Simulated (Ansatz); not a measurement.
Turn this script for Ansatz's Python interface into the input file that the command-line program reads.

`run_scf.py`
```python
"""Single point of YZnSi, distorted."""

from collections import Counter
import json

import ansatz
from ase import Atoms
import numpy as np


def main() -> None:
    atoms = Atoms(
        ["Y", "Zn", "Si"],
        scaled_positions=[
            (0.02413, 0.03765, 0.9836),
            (0.35404, 0.7069, 0.48689),
            (0.64524, 0.31114, 0.4811),
        ],
        cell=[
            (4.03685, -0.009, -0.03675),
            (-2.02622, 3.5067, 0.03631),
            (-0.03666, 0.02066, 4.09236),
        ],
        pbc=True,
    )
    crystal = ansatz.Crystal.from_ase(atoms)

    # the calculation
    setup = crystal.calculation()
    setup = setup.functional("pbesol")
    setup = setup.basis(510).kpoints(density=2.6)
    setup = setup.occupations(ansatz.OccupationsMethod.FERMI_DIRAC, width=0.1)
    setup = setup.density_of_states(energy_step=0.05)
    setup = setup.stress()
    out = setup.run(events_out="events.ndjson")
    summary = out.report
    with open("events.ndjson") as stream:
        kinds = Counter(json.loads(line)["event"] for line in stream)
    print("events:", {kind: kinds[kind] for kind in ("scf_iter", "scf_done", "notice", "finished")})

    for key in ("converged", "n_iterations", "n_electrons", "n_kpoints", "n_pw", "n_symmetry_ops", "free_energy_ev", "fermi_energy_ev"):
        print(f"{key:18s} {summary[key]}")

    dos = out.density_of_states()
    energy = np.asarray(dos.energies_ev) - dos.fermi_ev
    states, count = np.asarray(dos.spin_summed_g_bin_mean_per_ev), np.asarray(dos.spin_summed_integrated)
    g_fermi = float(np.interp(0.0, energy, states))
    print(f"g(E_F) = {g_fermi:.3f} states/eV per cell")
    # Sommerfeld coefficient of bare band electrons: pi^2 k_B^2 g / 3
    gamma = np.pi ** 2 / 3 * 8.617333e-5 ** 2 * g_fermi * 96485.33e3 / len(out.lattice.sites)
    print(f"bare Sommerfeld coefficient {gamma:.2f} mJ/(mol of atoms K^2)")
    for low, high in ((-10, -6), (-6, -3), (-3, 0), (0, 3)):
        print(f"states between {low} and {high} eV: {np.interp(high, energy, count) - np.interp(low, energy, count):.3f}")

    # principal values and the von Mises stress of the deviator
    principal = np.linalg.eigvalsh(np.array(summary["stress_gpa"]))
    mises = np.sqrt(0.5 * sum((principal[i] - principal[i - 1]) ** 2 for i in range(3)))
    print("principal stresses (GPa, compression positive):", np.round(principal, 3))
    print(f"mean {principal.mean():.3f} GPa, von Mises {mises:.3f} GPa, PV = {principal.mean() * summary['setup']['cell_volume_ang3'] / 160.21766:.4f} eV")


if __name__ == "__main__":
    main()
```

```console
$ python run_scf.py
events: {'scf_iter': 7, 'scf_done': 1, 'notice': 2, 'finished': 1}
converged          True
n_iterations       7
n_electrons        27.0
n_kpoints          51
n_pw               1517
n_symmetry_ops     1
free_energy_ev     -7699.2596577100485
fermi_energy_ev    10.404057256096534
g(E_F) = 1.590 states/eV per cell
bare Sommerfeld coefficient 1.25 mJ/(mol of atoms K^2)
states between -10 and -6 eV: 11.993
states between -6 and -3 eV: 2.004
states between -3 and 0 eV: 4.944
states between 0 and 3 eV: 3.807
principal stresses (GPa, compression positive): [-4.324 -1.057  9.226]
mean 1.281 GPa, von Mises 12.248 GPa, PV = 0.4627 eV
```

`input.yaml`:
```yaml
crystal:
  lattice:
    - [4.03685, -0.009, -0.03675]
    - [-2.02622, 3.5067, 0.03631]
    - [-0.03666, 0.02066, 4.09236]
  atoms:
    - { symbol: "Y", position: [0.02413, 0.03765, 0.9836] }
    - { symbol: Zn, position: [0.35404, 0.7069, 0.48689] }
    - { symbol: Si, position: [0.64524, 0.31114, 0.4811] }
basis:
  ecutwfc: 510.0
kpoints:
  mp_grid: { kspacing: 0.3846153846154 }
hamiltonian:
  xc: pbesol
scf:
  occupations: { method: fermi_dirac, width: 0.1 }
output:
  dos: { de: 0.05 }
  stress: true
```

The program run on that file:
```console
$ ansatz run input.yaml --threads 1 --pin off --max-ram 3072MiB --backend cpu --events-out ev --progress --plain --runs-dir out
Engine: ansatz 0.2.0, aarch64-unknown-linux-gnu
Pseudopotentials: kind: paw
Pseudopotential: Y, paw, valence charge 11, recommended cutoff 420 eV (normal), Y.paw.azcp
Pseudopotential: Zn, paw, valence charge 12, recommended cutoff 420 eV (normal), Zn.paw.azcp
Pseudopotential: Si, paw, valence charge 4, recommended cutoff 420 eV (normal), Si.paw.azcp
Functional definition: PBEsol
  exchange = pbesol_x
  correlation = pbesol_c
Crystal: 3 atoms, lattice volume = 57.851 Å³
Basis set: ecut = 510 eV, 1517 PW (Γ)
Bands: 18, of which v1, the nominal top of the filled ones, is band 14 counted from 1 (13 counted from 0)
Symmetry: 1 space group operations
Space group: P1 (ITA 1), of the structure as read, at distance tolerance 3.9e-5 Å
k-points: 51 of 100 (time reversal used)
Non-local potential: Y, projectors of the file, l = 0: 3, l = 1: 2, l = 2: 2, l = 3: 1
Non-local potential: Zn, projectors of the file, l = 0: 2, l = 1: 2, l = 2: 3, l = 3: 1
Non-local potential: Si, projectors of the file, l = 0: 2, l = 1: 2, l = 2: 2
PAW form: soft (Blöchl's): semilocal exchange-correlation on the pseudo side does not see the compensation charge
PAW frozen core: Y, regenerated for the run's functional, and the local potential with it (the file was generated under x = pbe(κ = 0.804, μ = 0.2195149727645171), c = pbe(β = 0.06672455060314922))
PAW frozen core: Zn, regenerated for the run's functional, and the local potential with it (the file was generated under x = pbe(κ = 0.804, μ = 0.2195149727645171), c = pbe(β = 0.06672455060314922))
PAW frozen core: Si, regenerated for the run's functional, and the local potential with it (the file was generated under x = pbe(κ = 0.804, μ = 0.2195149727645171), c = pbe(β = 0.06672455060314922))
PAW one-centre angular grid: Y, 590 points (default); XC on 64 Gauss nodes
PAW one-centre angular grid: Zn, 590 points (default); XC on 64 Gauss nodes
PAW one-centre angular grid: Si, 110 points (default); XC on 64 Gauss nodes
Initial density: superposition of atomic densities (neutral atoms: chi_scale 0, normalization atom), corrected by the library's trained network
Initial wavefunctions: pseudopotential atomic-orbital guess
Functional: x = pbesol(κ = 0.804, μ = 0.12345679012345678), c = pbesol(β = 0.046)
SCF iter   1: F=—  HF=-7699.263268 eV  |F-HF|=—  |Δ(HF+E_count)|=         —  Δρ=4.77e-3  dr2=9.31e-3  ethr=1.77e-3  ⟨swp⟩=5.1  Hψ=4752  notcnv=0
preconditioner: auto → Kerker (q_TF=auto, 2.403 Å⁻¹)  [metal: Δε(μ)=0.194 eV  Ē_g=12.751 eV  σ=0.100 eV  W_gap=0.45  n_scr=20 (ndim 8)  ℏωp=24.4 eV  f_vac=0.000  D(μ)=0.77/eV (n_scr^D=2)]
SCF iter   2: F=—  HF=-7699.260724 eV  |F-HF|=—  |Δ(HF+E_count)|=   2.54e-3  Δρ=2.06e-3  dr2=3.48e-3  ethr=3.45e-5  ⟨swp⟩=2.0  Hψ=1616  notcnv=0
SCF iter   3: F=—  HF=-7699.260018 eV  |F-HF|=—  |Δ(HF+E_count)|=   7.07e-4  Δρ=1.63e-3  dr2=1.20e-3  ethr=1.29e-5  ⟨swp⟩=2.0  Hψ=1248  notcnv=0
SCF iter   4: F=—  HF=-7699.259662 eV  |F-HF|=—  |Δ(HF+E_count)|=   3.55e-4  Δρ=1.90e-4  dr2=2.00e-5  ethr=4.45e-6  ⟨swp⟩=2.0  Hψ=1401  notcnv=0
SCF iter   5: F=—  HF=-7699.259658 eV  |F-HF|=—  |Δ(HF+E_count)|=   4.38e-6  Δρ=5.75e-5  dr2=2.33e-6  ethr=7.40e-8  ⟨swp⟩=2.0  Hψ=1368  notcnv=0
SCF iter   6: F=—  HF=-7699.259658 eV  |F-HF|=—  |Δ(HF+E_count)|=   2.76e-7  Δρ=2.12e-5  dr2=3.55e-7  ethr=8.62e-9  ⟨swp⟩=2.2  Hψ=1437  notcnv=0
SCF iter   7: F=-7699.259658 eV  HF=-7699.259658 eV  |F-HF|=3.09e-10  |Δ(HF+E_count)|=   9.35e-8  Δρ=4.21e-6  dr2=8.62e-9  ethr=3.70e-10  ⟨swp⟩=4.9  Hψ=3893  notcnv=0
SCF 1 converged in 7 iterations: F = -7699.259658 eV  dr2 = 8.62e-9
  greatest PAW one-centre occupation: 0.992 electrons in one spin orbital (limit 2), on the Y atom at site 0 (counted from 0), in its partial waves of l = 0
SCF converged after 7 iterations
Free energy (F): -7699.259658 eV
Harris-Foulkes:  -7699.259658 eV  (|F-HF|=3.09e-10)
Internal energy: -7699.230131 eV  (E = F + TS)
E sigma→0 (E₀):  -7699.244894 eV
Entropy (-TS):   -0.029527 eV (-9.842 meV/atom)
Fermi energy:    10.404057 eV
--- Per-component energies (eV) ---
  E_band       = -45.650935
  E_kinetic    = 479.355208
  E_local      = -2384.365306  (includes V_loc(G=0)·N_el)
  E_nonlocal   = 684.786148
  E_hartree    = 958.717397
  E_xc         = -365.994463
  E_vxc        = -302.554566  (∫ρ·V_xc dr)
  E_paw        = -5055.670266  (= ΣΔE_a)
  E_vpaw       = -440.306409  (= ΣTr[D̂ρ^β])
  E_aug_tail   = -0.000007  (compensation charges beyond the density's cutoff)
  E_ewald      = -2017.036530
  E_core_change = 0.977688  (= ΣΔE_core)
  E_smearing   = -0.029527  (= −TS)
  E_closure    = -0.000000  (closes the sum)
  Σ components = -7699.259658   (vs F -7699.259658, Δ=0.00e0)
--- Stress (GPa, compression-positive) ---
       -3.534448      -0.374084       1.413490
       -0.374084       9.173673      -0.628734
        1.413490      -0.628734      -1.794975
  P = ⅓ Tr σ = 1.2814 GPa (12.814 kbar)
--- Band table (eV; the first three rows and the last of 51) ---
  k-point 0: bands = ["-31.7890", "-11.8480", "-11.7567", "-11.7525", "0.1745", "2.6156", "2.6313", "2.9147", "3.0189", "3.0456", "9.3334", "9.8016", "10.0172", "10.1278", "12.4301", "13.3930", "13.5239", "13.8102"]
  k-point 1: bands = ["-31.7866", "-11.9138", "-11.7516", "-11.7471", "0.5719", "2.6056", "2.6313", "2.9000", "3.0359", "3.1416", "7.3085", "9.7937", "10.4852", "11.5997", "12.0377", "12.3772", "12.9059", "13.8726"]
  k-point 2: bands = ["-31.7842", "-11.9781", "-11.7466", "-11.7416", "1.0279", "2.5891", "2.6484", "2.8845", "3.0248", "3.4148", "5.7712", "10.6298", "10.6756", "11.7353", "12.0789", "12.1745", "12.2415", "13.8182"]
  k-point 50: bands = ["-31.7787", "-11.8860", "-11.8651", "-11.7923", "1.3473", "2.5919", "2.8763", "2.9596", "2.9942", "3.3448", "6.6896", "7.5283", "8.6166", "10.8089", "12.1259", "14.0752", "14.4755", "14.6672"]
```

Absolute energies stand on the zero of these potentials, so only differences at equal settings mean something. A total without «per atom» is that of the cell as typed. For a metal this k-point mesh is coarse: on a finer one energies can move by several to tens of meV an atom and pressures by half a GPa or more, differences at one mesh by less. An absolute Fermi energy rests on an arbitrary zero of the periodic potential and has no direct meaning. The cell is a database structure, distorted on purpose. The computed bands are complete only to about 3.4 eV above the Fermi level; beyond that the density of states is undercounted. Wall time of the script: 12 s on 1 thread of Arm Neoverse V1, with other jobs on the host, peak memory 0.45 GiB.

(Lines on the test bed's own set-up are left out of the output.)
